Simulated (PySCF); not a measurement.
# CH₃AlBr₂: NMR shifts at several levels of theory

How much do the NMR shifts of CH₃AlBr₂ (`[CH3][Al]([Br])[Br]`) depend on the level of theory, and what does each level cost?

The runs use PySCF 2.14.0, with density-fitted response routines of our own; the level of theory stands in each step. All values are computed, except where a source is named. Atoms are numbered from 0 throughout.

### 1 The molecule as given

7 atoms, charge 0, multiplicity 1; geometry from: GFN2-xTB. The atoms were then displaced at random by about 0.01 Å, so the start is not that level's minimum.

Bonds of the start (Å): C0–Al1 1.95, Al1–Br2 2.26, Al1–Br3 2.28, C0–H4 1.12, C0–H5 1.08, C0–H6 1.09.

### 2 Geometry optimisation at PBE0-D3(BJ)/def2-SVP

What the job is given:

```
{"job": {"xc": "PBE0", "basis": "def2-SVP", "d3": "d3bj", "grid": 1, "shake": 0.01, "kind": "geom"}, "charge": 0, "multiplicity": 1}
C     -0.986580    -0.046910     0.047110
Al     0.958870     0.025190    -0.050210
Br     2.083660     1.978780    -0.137500
Br     2.223940    -1.867370    -0.081050
H     -1.444000     0.975890     0.075870
H     -1.365930    -0.565300     0.919310
H     -1.436000    -0.529400    -0.823450
```

Started as:

```
$ OMP_NUM_THREADS=1 python probes_run.py task.json out
```

The driver reads the jobs from task.json and runs them one after another.

Standard output:

```text
step   0  E = -5429.31925747  max force = 0.023447
step   1  E = -5429.31911031  max force = 0.016103
step   2  E = -5429.32038565  max force = 0.003415
step   3  E = -5429.32061180  max force = 0.002902
step   4  E = -5429.32065475  max force = 0.001250
step   5  E = -5429.32066229  max force = 0.000355
optimisation converged
```

It took 42 s on 1 thread of Arm Neoverse V1, shared host; peak memory 0.44 GiB.

Step by step: (the energy doesn't fall at every step)

```
step  energy from step 0 (eV)  largest force component (eV/Å)
   0                   0.0000                          1.2057
   1                   0.0040                          0.8280
   2                  -0.0307                          0.1756
   3                  -0.0369                          0.1492
   4                  -0.0380                          0.0643
   5                  -0.0382                          0.0183
```

Distances of close pairs at the start and the end, largest changes first:

| bond | before (Å) | after (Å) | change (Å) |
| --- | --- | --- | --- |
| Al1–Br3 | 2.277 | 2.253 | -0.024 |
| C0–H4 | 1.121 | 1.100 | -0.021 |
| C0–H5 | 1.083 | 1.102 | +0.019 |
| C0–Al1 | 1.949 | 1.935 | -0.014 |
| C0–H6 | 1.092 | 1.103 | +0.011 |
| Al1–Br2 | 2.256 | 2.253 | -0.002 |

The final coordinates are the input of the step that follows.

| at the end point | value |
| --- | --- |
| point group (found at 0.08 Å tolerance) | C1 |
| rotational constants (GHz, main isotopes) | 3.115, 0.870, 0.683 |
| dipole moment (D) | 2.02 |

### 3 Nuclear shieldings: PBE0/6-31G*

What the job is given:

```
{"job": {"kind": "nmr", "xc": "PBE0", "basis": "6-31G*", "pop": true}, "charge": 0, "multiplicity": 1}
C     -0.736910     0.626085     0.222453
Al     0.711432    -0.578044    -0.220654
Br     2.818927     0.126722    -0.594559
Br     0.359391    -2.796405    -0.395253
H     -0.391416     1.662306     0.353492
H     -1.238474     0.302076     1.148894
H     -1.497306     0.612974    -0.576032
```

With the program's defaults for keys left out, this is: GIAO PBE0/6-31G* NMR shielding, non-relativistic, gas phase.

Standard output:

```text
coarse grid: 33616 points
cycle   1  E = -5429.3636499471  dE = -1.914e+00  |g| = 3.903e-01  |ddm| = 2.395e+00
cycle   2  E = -5429.3573374835  dE =  6.312e-03  |g| = 4.152e-01  |ddm| = 9.705e-01
cycle   3  E = -5429.4094487588  dE = -5.211e-02  |g| = 4.151e-02  |ddm| = 4.942e-01
cycle   4  E = -5429.4097483343  dE = -2.996e-04  |g| = 4.257e-03  |ddm| = 4.084e-02
cycle   5  E = -5429.4097519190  dE = -3.585e-06  |g| = 3.284e-03  |ddm| = 1.085e-02
cycle   6  E = -5429.4097540482  dE = -2.129e-06  |g| = 4.002e-04  |ddm| = 4.092e-03
final grid: 65368 points
cycle   7  E = -5429.4098013032  dE =  6.494e-10  |g| = 4.959e-04  |ddm| = 1.157e-03
cycle   8  E = -5429.4098012587  dE =  4.454e-08  |g| = 6.352e-04  |ddm| = 1.351e-03
cycle   9  E = -5429.4098013798  dE = -1.211e-07  |g| = 2.596e-05  |ddm| = 7.463e-04
cycle  10  E = -5429.4098013799  dE = -1.237e-10  |g| = 2.827e-06  |ddm| = 2.598e-05
converged SCF energy = -5429.4098013799

GIAO shielding tensors (ppm)
atom      isotropic    diamagn.    paramagn.     s11        s22        s33       span
  0 C      196.092     249.759     -53.666    189.415    191.699    207.163     17.747
  1 Al     396.714     796.791    -400.076    350.181    384.848    455.113    104.932
  2 Br    2594.731    3122.190    -527.459   2313.457   2610.480   2860.255    546.799
  3 Br    2605.572    3122.203    -516.631   2331.279   2621.055   2864.381    533.102
  4 H       31.978      28.833       3.145     26.699     30.220     39.014     12.315
  5 H       31.888      28.800       3.089     27.351     29.742     38.571     11.220
  6 H       31.889      28.787       3.103     27.586     29.553     38.529     10.943
```

Wall time 12 s (1 thread of Arm Neoverse V1, shared host); peak memory 0.58 GiB.

Shifts follow as δ = σ(reference) − σ, with reference shieldings (ppm) from runs at the same level and on the same kind of geometry: 1H TMS 31.96, 13C TMS 194.1, 27Al AlH4- 535.8, 79Br HBr 2580. The references are single molecules in the gas phase. Shifts against hydride references such as AlH4− lie on their own scale. Atoms listed in one row are averaged.

| atoms | environment | σ (ppm) | δ (ppm) |
| --- | --- | --- | --- |
| C0 | methyl carbon bonded to Al | 196.1 | -2.0 |
| H4, H5, H6 | hydrogen on a methyl carbon bonded to Al | 31.92 | 0.04 |
| Al1 | aluminium bonded to C, 2 Br | 396.7 | 139.1 |
| Br2, Br3 | bromine bonded to Al | 2600 | -20 |

Charges from the same density, by scheme (e):

```csv
atoms,Mulliken,IAO,Hirshfeld,ESP fit
C0,-0.79,-0.80,-0.24,-0.39
Al1,0.62,0.86,0.46,0.59
"Br2, Br3",-0.24,-0.28,-0.18,-0.24
```

Mayer bond orders: C0–Al1 1.02, Al1–Br2 1.11, Al1–Br3 1.11.

### 4 Nuclear shieldings: PBE0/def2-SVP

Settings changed since step 3:

```diff
@@ -1,2 +1,2 @@
-{"job": {"kind": "nmr", "xc": "PBE0", "basis": "6-31G*", "pop": true}, "charge": 0, "multiplicity": 1}
+{"job": {"kind": "nmr", "xc": "PBE0", "basis": "def2-SVP", "pop": true}, "charge": 0, "multiplicity": 1}
 C     -0.736910     0.626085     0.222453
```

Method: GIAO PBE0/def2-SVP NMR shielding, non-relativistic, gas phase.

Standard output:

```text
coarse grid: 33616 points
cycle   1  E = -5429.2731158177  dE = -1.977e+00  |g| = 3.730e-01  |ddm| = 2.658e+00
cycle   2  E = -5429.2657995428  dE =  7.316e-03  |g| = 4.028e-01  |ddm| = 9.487e-01
cycle   3  E = -5429.3144824842  dE = -4.868e-02  |g| = 3.892e-02  |ddm| = 5.085e-01
cycle   4  E = -5429.3147560463  dE = -2.736e-04  |g| = 3.166e-03  |ddm| = 3.417e-02
cycle   5  E = -5429.3147585379  dE = -2.492e-06  |g| = 2.126e-03  |ddm| = 7.047e-03
final grid: 65368 points
cycle   6  E = -5429.3147650831  dE = -2.426e-07  |g| = 1.901e-03  |ddm| = 3.878e-03
cycle   7  E = -5429.3147651503  dE = -6.722e-08  |g| = 1.774e-03  |ddm| = 3.396e-03
cycle   8  E = -5429.3147657235  dE = -5.731e-07  |g| = 1.890e-04  |ddm| = 1.685e-03
cycle   9  E = -5429.3147657333  dE = -9.865e-09  |g| = 8.717e-06  |ddm| = 1.844e-04
cycle  10  E = -5429.3147657333  dE = -2.001e-11  |g| = 2.793e-06  |ddm| = 1.614e-05
converged SCF energy = -5429.3147657333

GIAO shielding tensors (ppm)
atom      isotropic    diamagn.    paramagn.     s11        s22        s33       span
  0 C      197.332     247.255     -49.924    190.480    193.629    207.886     17.406
  1 Al     378.141     796.091    -417.950    331.205    374.809    428.409     97.204
  2 Br    2544.967    3123.398    -578.431   2243.111   2541.087   2850.705    607.594
  3 Br    2561.392    3123.396    -562.004   2265.279   2562.526   2856.370    591.092
  4 H       31.406      29.212       2.194     26.215     29.324     38.679     12.464
  5 H       31.273      29.128       2.145     26.802     28.886     38.132     11.330
  6 H       31.258      29.099       2.160     27.021     28.696     38.059     11.038
```

Wall time 12 s (1 thread of Arm Neoverse V1, shared host); peak memory 0.69 GiB.

This run: δ C0 -3.6, Al1 138.0, Br2 58, H4 0.03 ppm (means over like atoms).

### 5 NMR shieldings: PBE0/def2-TZVP

Settings changed since step 4:

```diff
@@ -1,2 +1,2 @@
-{"job": {"kind": "nmr", "xc": "PBE0", "basis": "def2-SVP", "pop": true}, "charge": 0, "multiplicity": 1}
+{"job": {"kind": "nmr", "xc": "PBE0", "basis": "def2-TZVP", "pop": true}, "charge": 0, "multiplicity": 1}
 C     -0.736910     0.626085     0.222453
```

With the program's defaults for keys left out, this is: GIAO PBE0/def2-TZVP NMR shielding, non-relativistic, gas phase.

Standard output:

```text
coarse grid: 33616 points
cycle   1  E = -5430.0226331115  dE = -1.935e+00  |g| = 5.012e-01  |ddm| = 2.274e+00
cycle   2  E = -5430.0171615426  dE =  5.472e-03  |g| = 4.539e-01  |ddm| = 7.140e-01
cycle   3  E = -5430.0657163737  dE = -4.855e-02  |g| = 8.927e-02  |ddm| = 4.088e-01
cycle   4  E = -5430.0674551796  dE = -1.739e-03  |g| = 4.351e-03  |ddm| = 6.339e-02
cycle   5  E = -5430.0674581800  dE = -3.000e-06  |g| = 2.340e-03  |ddm| = 5.113e-03
final grid: 65368 points
cycle   6  E = -5430.0674815671  dE =  8.186e-08  |g| = 2.347e-03  |ddm| = 3.862e-03
cycle   7  E = -5430.0674809330  dE =  6.341e-07  |g| = 2.742e-03  |ddm| = 4.027e-03
cycle   8  E = -5430.0674831273  dE = -2.194e-06  |g| = 3.289e-04  |ddm| = 2.343e-03
cycle   9  E = -5430.0674831506  dE = -2.326e-08  |g| = 1.692e-05  |ddm| = 2.324e-04
cycle  10  E = -5430.0674831506  dE = -7.367e-11  |g| = 1.013e-06  |ddm| = 1.609e-05
converged SCF energy = -5430.0674831506

GIAO shielding tensors (ppm)
atom      isotropic    diamagn.    paramagn.     s11        s22        s33       span
  0 C      190.222     245.228     -55.005    181.748    186.937    201.981     20.233
  1 Al     336.293     796.881    -460.588    292.707    311.374    404.797    112.089
  2 Br    2529.747    3123.270    -593.523   2239.416   2492.602   2857.223    617.807
  3 Br    2534.600    3123.243    -588.644   2244.145   2500.460   2859.194    615.050
  4 H       31.455      28.747       2.708     26.493     29.566     38.305     11.811
  5 H       31.331      28.601       2.730     27.114     29.173     37.707     10.593
  6 H       31.320      28.561       2.759     27.366     28.968     37.626     10.260
```

Run time: 34 s. Hardware: 1 thread of Arm Neoverse V1, shared host; peak memory 0.93 GiB.

Key values: δ C0 -3.6, Al1 152.1, Br2 74, H4 0.11 ppm (means over like atoms).

### 6 Shielding tensors: PBE0/cc-pVDZ

Settings changed since step 5:

```diff
@@ -1,2 +1,2 @@
-{"job": {"kind": "nmr", "xc": "PBE0", "basis": "def2-TZVP", "pop": true}, "charge": 0, "multiplicity": 1}
+{"job": {"kind": "nmr", "xc": "PBE0", "basis": "cc-pVDZ", "pop": true}, "charge": 0, "multiplicity": 1}
 C     -0.736910     0.626085     0.222453
```

Method: GIAO PBE0/cc-pVDZ NMR shielding, non-relativistic, gas phase.

Standard output:

```text
coarse grid: 33616 points
cycle   1  E = -5429.9421183893  dE = -1.865e+00  |g| = 3.709e-01  |ddm| = 4.728e+00
cycle   2  E = -5429.9332221762  dE =  8.896e-03  |g| = 4.140e-01  |ddm| = 2.090e+00
cycle   3  E = -5429.9847571053  dE = -5.153e-02  |g| = 2.319e-02  |ddm| = 1.035e+00
cycle   4  E = -5429.9849218048  dE = -1.647e-04  |g| = 8.214e-03  |ddm| = 7.972e-02
cycle   5  E = -5429.9849399870  dE = -1.818e-05  |g| = 6.440e-04  |ddm| = 2.273e-02
cycle   6  E = -5429.9849400600  dE = -7.299e-08  |g| = 3.910e-04  |ddm| = 2.006e-03
final grid: 65368 points
cycle   7  E = -5429.9849708670  dE =  2.446e-08  |g| = 5.146e-04  |ddm| = 2.408e-03
cycle   8  E = -5429.9849708110  dE =  5.600e-08  |g| = 6.663e-04  |ddm| = 2.896e-03
cycle   9  E = -5429.9849709527  dE = -1.417e-07  |g| = 1.654e-05  |ddm| = 1.622e-03
cycle  10  E = -5429.9849709528  dE = -7.276e-11  |g| = 2.425e-06  |ddm| = 3.785e-05
converged SCF energy = -5429.9849709528

GIAO shielding tensors (ppm)
atom      isotropic    diamagn.    paramagn.     s11        s22        s33       span
  0 C      199.051     243.679     -44.629    192.119    195.237    209.796     17.677
  1 Al     403.421     799.245    -395.824    355.750    402.373    452.140     96.390
  2 Br    2556.370    3121.653    -565.283   2247.636   2573.927   2847.549    599.913
  3 Br    2572.621    3121.686    -549.065   2264.644   2600.901   2852.317    587.673
  4 H       31.267      28.620       2.647     26.144     29.251     38.407     12.263
  5 H       31.119      28.449       2.670     26.728     28.842     37.789     11.060
  6 H       31.103      28.393       2.710     26.961     28.644     37.702     10.740
```

Wall time 13 s (1 thread of Arm Neoverse V1, shared host); peak memory 0.58 GiB.

In short: δ C0 -2.3, Al1 135.1, Br2 62, H4 0.13 ppm (means over like atoms).

### 7 Nuclear shieldings: PBE0/cc-pVTZ

Settings changed since step 6:

```diff
@@ -1,2 +1,2 @@
-{"job": {"kind": "nmr", "xc": "PBE0", "basis": "cc-pVDZ", "pop": true}, "charge": 0, "multiplicity": 1}
+{"job": {"kind": "nmr", "xc": "PBE0", "basis": "cc-pVTZ", "pop": true}, "charge": 0, "multiplicity": 1}
 C     -0.736910     0.626085     0.222453
```

With the program's defaults for keys left out, this is: GIAO PBE0/cc-pVTZ NMR shielding, non-relativistic, gas phase.

Standard output:

```text
coarse grid: 33616 points
cycle   1  E = -5430.1180041917  dE = -1.904e+00  |g| = 4.296e-01  |ddm| = 5.001e+00
cycle   2  E = -5430.1107426120  dE =  7.262e-03  |g| = 4.290e-01  |ddm| = 1.554e+00
cycle   3  E = -5430.1598066256  dE = -4.906e-02  |g| = 6.458e-02  |ddm| = 8.131e-01
cycle   4  E = -5430.1607012981  dE = -8.947e-04  |g| = 4.525e-03  |ddm| = 1.033e-01
cycle   5  E = -5430.1607050131  dE = -3.715e-06  |g| = 2.844e-03  |ddm| = 1.148e-02
final grid: 65368 points
cycle   6  E = -5430.1606988350  dE = -2.522e-07  |g| = 2.672e-03  |ddm| = 6.437e-03
cycle   7  E = -5430.1606987362  dE =  9.882e-08  |g| = 2.728e-03  |ddm| = 6.740e-03
cycle   8  E = -5430.1607004451  dE = -1.709e-06  |g| = 3.118e-04  |ddm| = 3.860e-03
cycle   9  E = -5430.1607004718  dE = -2.665e-08  |g| = 1.435e-05  |ddm| = 5.264e-04
cycle  10  E = -5430.1607004718  dE = -3.911e-11  |g| = 3.906e-06  |ddm| = 2.554e-05
converged SCF energy = -5430.1607004718

GIAO shielding tensors (ppm)
atom      isotropic    diamagn.    paramagn.     s11        s22        s33       span
  0 C      191.195     240.166     -48.971    183.468    187.849    202.267     18.799
  1 Al     340.171     801.369    -461.198    292.727    324.388    403.398    110.671
  2 Br    2537.409    3121.627    -584.218   2239.029   2517.418   2855.781    616.753
  3 Br    2545.393    3121.620    -576.227   2248.928   2529.000   2858.251    609.323
  4 H       31.206      28.270       2.936     26.097     29.265     38.257     12.160
  5 H       31.102      28.148       2.954     26.756     28.864     37.685     10.929
  6 H       31.094      28.118       2.976     27.017     28.657     37.608     10.592
```

Wall time 41 s (1 thread of Arm Neoverse V1, shared host); peak memory 0.96 GiB.

This run: δ C0 -3.9, Al1 152.5, Br2 77, H4 0.16 ppm (means over like atoms).

### 8 Nuclear shieldings: PBE0/aug-cc-pVDZ

Settings changed since step 7:

```diff
@@ -1,2 +1,2 @@
-{"job": {"kind": "nmr", "xc": "PBE0", "basis": "cc-pVTZ", "pop": true}, "charge": 0, "multiplicity": 1}
+{"job": {"kind": "nmr", "xc": "PBE0", "basis": "aug-cc-pVDZ", "pop": true}, "charge": 0, "multiplicity": 1}
 C     -0.736910     0.626085     0.222453
```

Method: GIAO PBE0/aug-cc-pVDZ NMR shielding, non-relativistic, gas phase.

Standard output:

```text
coarse grid: 33616 points
cycle   1  E = -5429.9517393469  dE = -1.869e+00  |g| = 3.693e-01  |ddm| = 5.082e+00
cycle   2  E = -5429.9419662073  dE =  9.773e-03  |g| = 4.156e-01  |ddm| = 2.072e+00
cycle   3  E = -5429.9932010155  dE = -5.123e-02  |g| = 2.418e-02  |ddm| = 1.005e+00
cycle   4  E = -5429.9933803159  dE = -1.793e-04  |g| = 9.393e-03  |ddm| = 7.612e-02
cycle   5  E = -5429.9934048846  dE = -2.457e-05  |g| = 8.257e-04  |ddm| = 2.510e-02
cycle   6  E = -5429.9934050395  dE = -1.549e-07  |g| = 3.863e-04  |ddm| = 2.860e-03
final grid: 65368 points
cycle   7  E = -5429.9934341509  dE =  1.203e-08  |g| = 4.928e-04  |ddm| = 3.240e-03
cycle   8  E = -5429.9934340997  dE =  5.126e-08  |g| = 6.382e-04  |ddm| = 2.512e-03
cycle   9  E = -5429.9934342315  dE = -1.318e-07  |g| = 2.841e-05  |ddm| = 1.430e-03
cycle  10  E = -5429.9934342317  dE = -2.401e-10  |g| = 2.274e-06  |ddm| = 5.515e-05
converged SCF energy = -5429.9934342317

GIAO shielding tensors (ppm)
atom      isotropic    diamagn.    paramagn.     s11        s22        s33       span
  0 C      198.529     209.093     -10.563    191.650    193.978    209.959     18.309
  1 Al     401.706     798.004    -396.298    352.126    395.092    457.901    105.776
  2 Br    2584.251    3121.960    -537.709   2322.651   2577.580   2852.523    529.871
  3 Br    2602.732    3121.950    -519.218   2333.514   2614.811   2859.870    526.355
  4 H       31.221      27.397       3.825     26.124     29.367     38.172     12.048
  5 H       31.096      25.987       5.109     26.762     28.905     37.620     10.858
  6 H       31.084      25.606       5.478     27.027     28.675     37.550     10.523
```

Run time: 22 s. Hardware: 1 thread of Arm Neoverse V1, shared host; peak memory 0.82 GiB.

Key values: δ C0 -3.4, Al1 139.4, Br2 50, H4 0.26 ppm (means over like atoms).

### 9 Nuclear shieldings: PBE0/pcSseg-0

Settings changed since step 8:

```diff
@@ -1,2 +1,2 @@
-{"job": {"kind": "nmr", "xc": "PBE0", "basis": "aug-cc-pVDZ", "pop": true}, "charge": 0, "multiplicity": 1}
+{"job": {"kind": "nmr", "xc": "PBE0", "basis": "pcSseg-0", "pop": true}, "charge": 0, "multiplicity": 1}
 C     -0.736910     0.626085     0.222453
```

Method: GIAO PBE0/pcSseg-0 NMR shielding, non-relativistic, gas phase.

Standard output:

```text
coarse grid: 33616 points
cycle   1  E = -5423.8793286975  dE = -3.266e+00  |g| = 4.221e-01  |ddm| = 2.826e+00
cycle   2  E = -5423.8833299601  dE = -4.001e-03  |g| = 3.843e-01  |ddm| = 1.344e+00
cycle   3  E = -5423.9287772975  dE = -4.545e-02  |g| = 4.110e-02  |ddm| = 6.669e-01
cycle   4  E = -5423.9290666230  dE = -2.893e-04  |g| = 1.309e-02  |ddm| = 4.850e-02
cycle   5  E = -5423.9291197322  dE = -5.311e-05  |g| = 1.599e-03  |ddm| = 2.273e-02
cycle   6  E = -5423.9291203582  dE = -6.260e-07  |g| = 2.162e-04  |ddm| = 2.824e-03
final grid: 65368 points
cycle   7  E = -5423.9291577581  dE = -2.134e-08  |g| = 1.329e-04  |ddm| = 7.373e-04
cycle   8  E = -5423.9291577590  dE = -8.949e-10  |g| = 1.123e-04  |ddm| = 3.885e-04
cycle   9  E = -5423.9291577622  dE = -3.175e-09  |g| = 2.468e-05  |ddm| = 1.860e-04
cycle  10  E = -5423.9291577624  dE = -1.619e-10  |g| = 1.810e-06  |ddm| = 3.004e-05
converged SCF energy = -5423.9291577624

GIAO shielding tensors (ppm)
atom      isotropic    diamagn.    paramagn.     s11        s22        s33       span
  0 C      193.408     258.694     -65.286    186.277    187.595    206.351     20.074
  1 Al     270.529     794.598    -524.069    214.167    268.264    329.157    114.990
  2 Br    2495.008    3120.971    -625.962   2126.076   2613.582   2745.367    619.291
  3 Br    2512.220    3120.946    -608.727   2156.089   2631.262   2749.308    593.219
  4 H       32.758      30.593       2.165     27.666     30.837     39.771     12.104
  5 H       32.653      30.542       2.112     28.088     30.236     39.636     11.549
  6 H       32.647      30.528       2.119     28.264     30.011     39.667     11.403
```

Wall time 6.6 s (1 thread of Arm Neoverse V1, shared host); peak memory 0.54 GiB.

Key values: δ C0 0.1, Al1 205.4, Br2 55, H4 0.15 ppm (means over like atoms).

### 10 Run by run: NMR shifts

Shifts (ppm), means over like atoms, with basis size and wall time:

| run | C0 | H4 | Al1 | Br2 | functions | time |
| --- | --- | --- | --- | --- | --- | --- |
| PBE0/6-31G* | -2.0 | 0.04 | 139.1 | -20 | 102 | 12 s |
| PBE0/def2-SVP | -3.6 | 0.03 | 138.0 | 58 | 111 | 12 s |
| PBE0/def2-TZVP | -3.6 | 0.11 | 152.1 | 74 | 182 | 34 s |
| PBE0/cc-pVDZ | -2.3 | 0.13 | 135.1 | 62 | 101 | 13 s |
| PBE0/cc-pVTZ | -3.9 | 0.16 | 152.5 | 77 | 192 | 41 s |
| PBE0/aug-cc-pVDZ | -3.4 | 0.26 | 139.4 | 50 | 149 | 22 s |
| PBE0/pcSseg-0 | 0.1 | 0.15 | 205.4 | 55 | 78 | 6.6 s |

### 11 What came out

```
                                                              quantity                 value
                                                           point group                    C1
                                  rotational constants (main isotopes)  3.11, 0.87, 0.68 GHz
                                  13C shifts against TMS (PBE0/6-31G*)              -2.0 ppm
  1H shifts against TMS (PBE0/6-31G*, means over atoms taken as alike)              0.04 ppm
                               27Al shifts against AlH4- (PBE0/6-31G*)             139.1 ppm
79Br shifts against HBr (PBE0/6-31G*, means over atoms taken as alike)               -20 ppm
                       range of the shift of Br2 (with its like atoms)         -20 to 77 ppm
```

In words: Single values in the summary come from the first sound run of each kind (PBE0/6-31G*), which need not be the best level. The start of the PBE0/def2-SVP relaxation was shaken at random by about 0.01 Å, so part of the energy gained, and of the first lengths quoted, undoes that. Over 5 steps the energy fell by 0.038 eV; of the close pairs, Al1–Br3 changed most, 2.277 to 2.253 Å. No frequency check was run at this level, so the end point may be a saddle. At PBE0/6-31G*: Shielding is most anisotropic at Br2, Br3 (span 540 ppm, paramagnetic term -522 ppm). Across the 7 runs the shift of Br2 (with its like atoms) moves most, between -20 (PBE0/6-31G*) and 77 ppm (PBE0/cc-pVTZ). Part of that comes from the computed reference. Spin-orbit coupling is left out, which matters for shieldings and couplings at and beside the heavy atoms.
